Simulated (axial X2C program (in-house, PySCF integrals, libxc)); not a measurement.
# SnNC: bond lengths and stretches, held linear

An exercise on one series of results from a longer session: the logs are not shown, and one member is left open.

The runs use an in-house X2C program for linear molecules on PySCF integrals; all-electron X2C, two-component (2c) or spin-free, Sn dyall-v3z, N dyall-av3z, C dyall-v3z.

All values are calculated.

2 further runs of the same task are left out: 2 set aside as unsound or not needed.

Set-up of the first run:

The input, task.json:

```json
{"zs": [50, 7, 6], "q": 0, "bas": ["dyall-v3z", "dyall-av3z", "dyall-v3z"], "r0": [2.06, 1.17], "symm": 0, "scan": ["PBE0", "HF", "BHandHLYP"], "levels": ["PBE0", "HF", "LDA"], "nst": 2}
```

Keys: zs atomic numbers; q charge; bas basis sets; r0 starting distance in Å; symm equal bonds; scan levels of the two-bond scan (MP2 follows by itself at each HF point); levels methods; nst determinants followed.

Run with:

```console
> python solin.py task.json out
```

Masses Sn 119.902, N 14.003, C 12.000 u.

Steps of the session up to this table: Scan at PBE0, 2c; Scan at HF, 2c; Scan at BHandHLYP, 2c.

One table of the session follows, with a row left open; its other results are not shown here.

```
               level  r(N–C) (Å)  lower stretch (cm⁻¹)  upper stretch (cm⁻¹)
            PBE0, 2c       1.176                 411.1                2116.2
              HF, 2c       1.156                 420.1                2271.2
       BHandHLYP, 2c       1.163                 415.4                2191.1
             MP2, 2c       1.189                 413.6                2069.6
     PBE0, spin-free           ?                     ?                     ?
       HF, spin-free       1.156                 423.2                2269.9
BHandHLYP, spin-free       1.164                 418.5                2189.0
      MP2, spin-free       1.189                 416.1                2068.4
```

Estimate the missing values for PBE0, spin-free.

The run gave: r(N–C) (Å): 1.176; lower stretch (cm⁻¹): 414.1; upper stretch (cm⁻¹): 2113.3.

Scans not shown above were run alike.

**Reading.** Over the levels the Sn–N bond spans 2.081 to 2.088 Å and the N–C bond 1.156 to 1.189 Å. At PBE0 going from spin-free to two-component moves the bonds by +0.004 and -0.000 Å. Each state is one determinant, the lowest of a limited PBE0 search; the stretches come from a fit to few points and are good to some per cent at best. MP2 freezes inner shells (threshold -2 hartree). The molecule was held linear; bending was not examined, so a bent shape may lie lower. Note: functional without a current term on a determinant with orbital currents, of the molecule or an atom.
